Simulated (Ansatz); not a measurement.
**ZnGaSi (element-swapped structure): how the settings move a single-point run**

Question: which choices in the input matter for ZnGaSi (element-swapped structure)?

Computed with Ansatz 0.2.0 (reference: DFT PBE, plane waves, PAW, scalar-relativistic, no spin polarisation, unless a step's input says otherwise).

## 1. Starting point

The structure is tetragonal, space group P4/nmm (No. 129). The conventional cell has a = 3.204 Å, b = 3.204 Å, c = 8.079 Å, α = 90.00°, β = 90.00°, γ = 90.00°. Zn (site symmetry 4mm) is surrounded by 5 Si at 2.55 Å and 5 Ga at 2.71 to 2.87 Å. Around Ga (site symmetry 4mm) lie 4 Ga at 2.65 Å and 1 Si at 2.66 Å and 5 Zn at 2.71 to 2.87 Å. Around Si (site symmetry 4mm) lie 5 Zn at 2.55 Å and 4 Si at 2.65 Å and 1 Ga at 2.66 Å.

Structure file:

```xyz
6
Lattice="3.2040 0.0000 0.0000 0.0000 3.2040 0.0000 0.0000 0.0000 8.0788" Properties=species:S:1:pos:R:3 pbc="T T T"
Zn    2.4030    2.4030    5.9026
Zn    0.8010    0.8010    2.1762
Ga    0.8010    0.8010    7.3889
Ga    2.4030    2.4030    0.6899
Si    2.4030    2.4030    3.3543
Si    0.8010    0.8010    4.7245
```

## 2. Baseline

input.yaml

```yaml
crystal:
  lattice:
    - [3.204043, 0.0, 0.0]
    - [0.0, 3.204043, 0.0]
    - [0.0, 0.0, 8.078818]
  atoms:
    - { symbol: Zn, position: [0.75, 0.75, 0.73063] }
    - { symbol: Zn, position: [0.25, 0.25, 0.26937] }
    - { symbol: Ga, position: [0.25, 0.25, 0.9146] }
    - { symbol: Ga, position: [0.75, 0.75, 0.0854] }
    - { symbol: Si, position: [0.75, 0.75, 0.4152] }
    - { symbol: Si, position: [0.25, 0.25, 0.5848] }
  symmetry: { tolerance: 0.0003 }
kpoints:
  mp_grid: { grid: [6, 6, 3], shift: [0, 0, 0] }
magnetization:
  spin_polarized: false
scf:
  occupations: { method: gaussian, width: 0.0208 }
hamiltonian:
  pseudopotentials: { kind: paw }
  xc: pbe
basis:
  ecutwfc: 420
output:
  forces: true
  stress: true
  eigenvalues: true
```

Started as:

```
$ ansatz run input.yaml --threads 1 --pin off --max-ram 2560MiB --backend cpu --events-out ev --progress --plain --runs-dir out
```

What it wrote, cut to the lines that bear on the results:

```text
Warning: RAYON_NUM_THREADS=1 ignored (pool sized by the plan → 1); use --threads N
[...]
Pseudopotentials: kind: paw
Pseudopotential: Zn, paw, valence charge 12, recommended cutoff 420 eV (normal), Zn.paw.azcp
Pseudopotential: Ga, paw, valence charge 13, recommended cutoff 420 eV (normal), Ga.paw.azcp
Pseudopotential: Si, paw, valence charge 4, recommended cutoff 420 eV (normal), Si.paw.azcp
Functional definition: PBE
[...]
Crystal: 6 atoms, lattice volume = 82.936 Å³
Basis set: ecut = 420 eV, 1619 PW (Γ), exchange–correlation on 48×48×108 points (8 copies of the dense FFT grid, shifted against one another)
Bands: 35, of which v1, the nominal top of the filled ones, is band 29 counted from 1 (28 counted from 0)
Symmetry: 16 space group operations
Space group: P4/nmm (ITA 129), of the structure as read, at distance tolerance 1.3e-3 Å
k-points: 20 of 108
[...]
SCF iter   1: F=—  HF=-15472.994171 eV  |F-HF|=—  |Δ(HF+E_count)|=         —  Δρ=4.32e-3  dr2=4.17e-2  ethr=1.77e-3  ⟨swp⟩=7.2  Hψ=3152  notcnv=0
[...]
SCF iter  10: F=-15472.987918 eV  HF=-15472.987918 eV  |F-HF|=5.46e-12  |Δ(HF+E_count)|=   8.58e-9  Δρ=6.75e-7  dr2=2.69e-10  ethr=1.72e-10  ⟨swp⟩=3.9  Hψ=2090  notcnv=0
[...]
SCF converged after 10 iterations
Free energy (F): -15472.987918 eV
[...]
E sigma→0 (E₀):  -15472.986515 eV
Entropy (-TS):   -0.002806 eV (-0.468 meV/atom)
Fermi energy:    12.868243 eV
[...]
--- Forces (eV/Å), atoms counted from 1 ---
  atom   1  Zn     0.00000000     0.00000000     0.17700048
  atom   2  Zn     0.00000000     0.00000000    -0.17700048
  atom   3  Ga    -0.00000000     0.00000000    -0.09375688
  atom   4  Ga     0.00000000     0.00000000     0.09375688
  atom   5  Si    -0.00000000     0.00000000     1.03151681
  atom   6  Si    -0.00000000     0.00000000    -1.03151681
[...]
--- Stress (GPa, compression-positive) ---
       22.362841       0.000000       0.000000
        0.000000      22.362841       0.000000
        0.000000       0.000000      13.221819
  P = ⅓ Tr σ = 19.3158 GPa (193.158 kbar)
--- Band table (eV; the first three rows and the last of 20) ---
[...]
```

It took 5.9 s on 1 thread of Arm Neoverse V1, shared host; peak memory 0.36 GiB.

## 3. Changing settings: occupations.method methfessel_paxton, occupations.width 0.1

input.yaml, as its differences from that of step 2:

```diff
@@ -18,3 +18,3 @@
 scf:
-  occupations: { method: gaussian, width: 0.0208 }
+  occupations: { method: methfessel_paxton, width: 0.1 }
 hamiltonian:
```

Started as:

```
$ ansatz run input.yaml --threads 1 --pin off --max-ram 2560MiB --backend cpu --events-out ev --progress --plain --runs-dir out
```

What it wrote, cut to the lines that bear on the results:

```text
Warning: RAYON_NUM_THREADS=1 ignored (pool sized by the plan → 1); use --threads N
[...]
[... 5 set-up lines as earlier in the session ...]
[...]
Crystal: 6 atoms, lattice volume = 82.936 Å³
Basis set: ecut = 420 eV, 1619 PW (Γ), exchange–correlation on 48×48×108 points (8 copies of the dense FFT grid, shifted against one another)
Bands: 35, of which v1, the nominal top of the filled ones, is band 29 counted from 1 (28 counted from 0)
[... 2 set-up lines as earlier in the session ...]
k-points: 20 of 108
[...]
SCF converged after 8 iterations
Stability not checked: this state was not tested for a lower state beside it, because cold or Methfessel-Paxton smearing, or corrected tetrahedra, fill the levels in a way that the test cannot read (fill_not_monotonic; see scf.lower_state_search)
Free energy (F): -15472.990429 eV
[...]
E sigma→0 (E₀):  -15472.988833 eV
Entropy (-TS):   -0.006384 eV (-1.064 meV/atom)
Fermi energy:    12.860542 eV
[...]
--- Forces (eV/Å), atoms counted from 1 ---
  atom   1  Zn     0.00000000     0.00000000     0.19997609
  atom   2  Zn     0.00000000     0.00000000    -0.19997609
  atom   3  Ga     0.00000000     0.00000000    -0.08802205
  atom   4  Ga     0.00000000     0.00000000     0.08802205
  atom   5  Si     0.00000000     0.00000000     1.00005129
  atom   6  Si     0.00000000     0.00000000    -1.00005129
[...]
--- Stress (GPa, compression-positive) ---
       22.235172       0.000000       0.000000
        0.000000      22.235172       0.000000
        0.000000       0.000000      13.563124
  P = ⅓ Tr σ = 19.3445 GPa (193.445 kbar)
--- Band table (eV; the first three rows and the last of 20) ---
[...]
```

It took 5.1 s on 1 thread of Arm Neoverse V1, shared host; peak memory 0.36 GiB.

Changing the smearing moves the energy by -0.4 meV/atom (σ→0 values), and the largest force goes from 1.03 to 1.00 eV/Å. Cost: 8 SCF cycles against 10.

## 4. Changed: ecutwfc 400 eV

input.yaml, as its differences from that of step 2:

```diff
@@ -23,3 +23,3 @@
 basis:
-  ecutwfc: 420
+  ecutwfc: "400 eV"
 output:
```

Started as:

```
$ ansatz run input.yaml --threads 1 --pin off --max-ram 2560MiB --backend cpu --events-out ev --progress --plain --runs-dir out
```

What it wrote, cut to the lines that bear on the results:

```text
Warning: basis.ecutwfc = 400 eV is below the records' recommended 420 eV, and the density's cutoff is lower with it unless basis.ecutrho_ratio is high enough to keep the records' density cutoff: compare with a run at a higher cutoff
Warning: RAYON_NUM_THREADS=1 ignored (pool sized by the plan → 1); use --threads N
[...]
[... 5 set-up lines as earlier in the session ...]
[...]
Crystal: 6 atoms, lattice volume = 82.936 Å³
Basis set: ecut = 400 eV, 1499 PW (Γ), exchange–correlation on 48×48×108 points (8 copies of the dense FFT grid, shifted against one another)
Bands: 35, of which v1, the nominal top of the filled ones, is band 29 counted from 1 (28 counted from 0)
[... 1 set-up line as earlier in the session ...]
[...]
k-points: 20 of 108
[...]
SCF iter   1: F=—  HF=-15472.990513 eV  |F-HF|=—  |Δ(HF+E_count)|=         —  Δρ=4.30e-3  dr2=4.16e-2  ethr=1.77e-3  ⟨swp⟩=7.3  Hψ=3181  notcnv=0
[...]
SCF iter  10: F=-15472.984008 eV  HF=-15472.984008 eV  |F-HF|=2.22e-10  |Δ(HF+E_count)|=   1.33e-8  Δρ=7.16e-7  dr2=4.76e-10  ethr=1.72e-10  ⟨swp⟩=6.9  Hψ=2840  notcnv=0
[...]
SCF converged after 10 iterations
Free energy (F): -15472.984008 eV
[...]
E sigma→0 (E₀):  -15472.982604 eV
Entropy (-TS):   -0.002808 eV (-0.468 meV/atom)
Fermi energy:    12.868844 eV
[...]
--- Forces (eV/Å), atoms counted from 1 ---
  atom   1  Zn     0.00000000     0.00000000     0.17835409
  atom   2  Zn     0.00000000     0.00000000    -0.17835409
  atom   3  Ga    -0.00000000     0.00000000    -0.09370535
  atom   4  Ga     0.00000000     0.00000000     0.09370535
  atom   5  Si     0.00000000     0.00000000     1.03193596
  atom   6  Si     0.00000000     0.00000000    -1.03193596
[...]
--- Stress (GPa, compression-positive) ---
       22.381518       0.000000       0.000000
        0.000000      22.381518       0.000000
        0.000000       0.000000      13.237655
  P = ⅓ Tr σ = 19.3336 GPa (193.336 kbar)
--- Band table (eV; the first three rows and the last of 20) ---
[...]
```

Wall time 5.4 s (1 thread of Arm Neoverse V1, shared host); peak memory 0.36 GiB.

Changing the cutoff moves the energy by +0.7 meV/atom. The lower cutoff gives the higher energy: the smaller basis describes the state less well. The log warns that the cutoff is under what these potentials recommend, so the shift is basis error.

## 5. Variant: lower_state_search off

input.yaml, as its differences from that of step 2:

```diff
@@ -19,2 +19,3 @@
   occupations: { method: gaussian, width: 0.0208 }
+  lower_state_search: "off"
 hamiltonian:
@@ -28 +29,5 @@
   eigenvalues: true
+  write_density: true
+  write_potential: true
+  elf: true
+  volumetric_format: npy
```

Started as:

```
$ ansatz run input.yaml --threads 1 --pin off --max-ram 2560MiB --backend cpu --events-out ev --progress --plain --runs-dir out
```

What it wrote, cut to the lines that bear on the results:

```text
Warning: RAYON_NUM_THREADS=1 ignored (pool sized by the plan → 1); use --threads N
[...]
[... 5 set-up lines as earlier in the session ...]
[...]
Crystal: 6 atoms, lattice volume = 82.936 Å³
Basis set: ecut = 420 eV, 1619 PW (Γ), exchange–correlation on 48×48×108 points (8 copies of the dense FFT grid, shifted against one another)
Bands: 35, of which v1, the nominal top of the filled ones, is band 29 counted from 1 (28 counted from 0)
[... 2 set-up lines as earlier in the session ...]
k-points: 20 of 108
[...]
SCF iter  10: F=-15472.987918 eV  HF=-15472.987918 eV  |F-HF|=1.09e-11  |Δ(HF+E_count)|=   8.65e-9  Δρ=6.76e-7  dr2=2.69e-10  ethr=1.72e-10  ⟨swp⟩=7.0  Hψ=4000  notcnv=0
[...]
SCF converged after 10 iterations
Free energy (F): -15472.987918 eV
[...]
E sigma→0 (E₀):  -15472.986515 eV
Entropy (-TS):   -0.002806 eV (-0.468 meV/atom)
Fermi energy:    12.868243 eV
[...]
--- Forces (eV/Å), atoms counted from 1 ---
  atom   1  Zn     0.00000000     0.00000000     0.17700088
  atom   2  Zn     0.00000000     0.00000000    -0.17700088
  atom   3  Ga     0.00000000     0.00000000    -0.09375635
  atom   4  Ga     0.00000000     0.00000000     0.09375635
  atom   5  Si    -0.00000000     0.00000000     1.03151688
  atom   6  Si    -0.00000000     0.00000000    -1.03151688
[...]
--- Stress (GPa, compression-positive) ---
       22.362839       0.000000       0.000000
        0.000000      22.362839       0.000000
        0.000000       0.000000      13.221816
  P = ⅓ Tr σ = 19.3158 GPa (193.158 kbar)
--- Band table (eV; the first three rows and the last of 20) ---
[...]
```

It took 6.9 s on 1 thread of Arm Neoverse V1, shared host; peak memory 0.37 GiB.

The changed input (search for lower states) leaves the energy the same to the digits printed.

## 6. Changing settings: xc r2scan, ecutwfc 700 eV

input.yaml, as its differences from that of step 2:

```diff
@@ -21,5 +21,5 @@
   pseudopotentials: { kind: paw }
-  xc: pbe
+  xc: r2scan
 basis:
-  ecutwfc: 420
+  ecutwfc: "700 eV"
 output:
@@ -28 +28,5 @@
   eigenvalues: true
+  write_density: true
+  write_potential: true
+  elf: true
+  volumetric_format: npy
```

Started as:

```
$ ansatz run input.yaml --threads 1 --pin off --max-ram 2560MiB --backend cpu --events-out ev --progress --plain --runs-dir out
```

What it wrote, cut to the lines that bear on the results:

```text
Warning: RAYON_NUM_THREADS=1 ignored (pool sized by the plan → 1); use --threads N
[...]
[... 1 set-up line as earlier in the session ...]
Pseudopotential: Zn, paw, valence charge 12, recommended cutoff 500 eV (meta_gga), Zn.paw.azcp
Pseudopotential: Ga, paw, valence charge 13, recommended cutoff 500 eV (meta_gga), Ga.paw.azcp
Pseudopotential: Si, paw, valence charge 4, recommended cutoff 500 eV (meta_gga), Si.paw.azcp
Functional definition: r2SCAN
[...]
Crystal: 6 atoms, lattice volume = 82.936 Å³
Basis set: ecut = 700 eV, 3483 PW (Γ), exchange–correlation on 120×120×288 points (64 copies of the dense FFT grid, shifted against one another)
Bands: 35, of which v1, the nominal top of the filled ones, is band 29 counted from 1 (28 counted from 0)
[... 2 set-up lines as earlier in the session ...]
k-points: 20 of 108
[...]
SCF iter  10: F=-15506.918224 eV  HF=-15506.918224 eV  |F-HF|=4.46e-9  |Δ(HF+E_count)|=   1.20e-7  Δρ=3.06e-6  dr2=5.25e-9  dr2_τ=8.62e-11  ethr=1.72e-10  ⟨swp⟩=13.4  Hψ=5878  notcnv=0
[...]
SCF converged after 10 iterations
Free energy (F): -15506.918224 eV
[...]
E sigma→0 (E₀):  -15506.916965 eV
Entropy (-TS):   -0.002517 eV (-0.420 meV/atom)
Fermi energy:    12.815980 eV
[...]
--- Forces (eV/Å), atoms counted from 1 ---
  atom   1  Zn     0.00000000     0.00000000     0.17226703
  atom   2  Zn     0.00000000     0.00000000    -0.17226703
  atom   3  Ga     0.00000000     0.00000000     0.03462047
  atom   4  Ga     0.00000000     0.00000000    -0.03462047
  atom   5  Si     0.00000000     0.00000000     1.16099531
  atom   6  Si     0.00000000     0.00000000    -1.16099531
[...]
--- Stress (GPa, compression-positive) ---
       19.757609       0.000000       0.000000
        0.000000      19.757609       0.000000
        0.000000       0.000000       5.686229
  P = ⅓ Tr σ = 15.0671 GPa (150.671 kbar)
--- Band table (eV; the first three rows and the last of 20) ---
[...]
```

Run time: 28 s. Hardware: 1 thread of Arm Neoverse V1, shared host; peak memory 0.69 GiB.

After a change of functional the difference of the totals has no physical meaning; the pressure goes from 19.3 to 15.1 GPa and the largest force goes from 1.03 to 1.16 eV/Å. The cutoff changed too.

## 7. Comparison

```
                                                           run     ending        energy change  pressure (GPa)  gap (eV)  force (eV/Å)  cycles   time
                                                     reference  converged                    0            19.3      0.00          1.03      10  5.9 s
1: occupations.method methfessel_paxton, occupations.width 0.1  converged  -0.4 meV/atom (σ→0)            19.3      0.00          1.00       8  5.1 s
                                             2: ecutwfc 400 eV  converged        +0.7 meV/atom            19.3      0.00          1.03      10  5.4 s
                                     3: lower_state_search off  converged         0.0 meV/atom            19.3      0.00          1.03      10  6.9 s
                                  4: xc r2scan, ecutwfc 700 eV  converged       not comparable            15.1      0.00          1.16      10   28 s
```

Times don't compare one to one where runs were asked for different outputs or read a saved state (see the inputs); cycles may leave out searches for a lower state.

Residual by cycle in the longest SCF loop of each run; runs are numbered as in the table. The quantity is the density residual dr2, in eV.

```
cycle  reference    run 1    run 2    run 3    run 4
    1     0.0417   0.0196   0.0416   0.0417    0.232
    2     0.0213  0.00423   0.0207   0.0213   0.0213
    3    0.00133   8.6e-4  0.00131  0.00133   0.0126
    4    0.00175   2.1e-4  0.00187  0.00175  0.00287
    5     2.5e-4   5.8e-5   2.9e-4   2.5e-4   2.2e-4
    6     1.5e-5   5.5e-6   1.0e-5   1.5e-5   8.8e-5
    7     3.5e-6   4.1e-7   3.7e-6   3.5e-6   4.6e-5
    8     4.0e-7   2.6e-8   5.7e-7   4.0e-7   1.0e-6
    9     1.0e-7        -   1.3e-7   1.0e-7   2.2e-7
   10    2.7e-10        -  4.8e-10  2.7e-10   5.2e-9
```

What this shows: Run 2 ran under the cutoff that the potentials recommend, as the log warns, so basis error is mixed into its values. The structure is not at rest: the sound run finds 19 GPa, so these are no properties of the relaxed crystal. 

The reference has limits of its own: its mesh is coarse for a cell with so small a gap or none; the structure is made up and not relaxed.
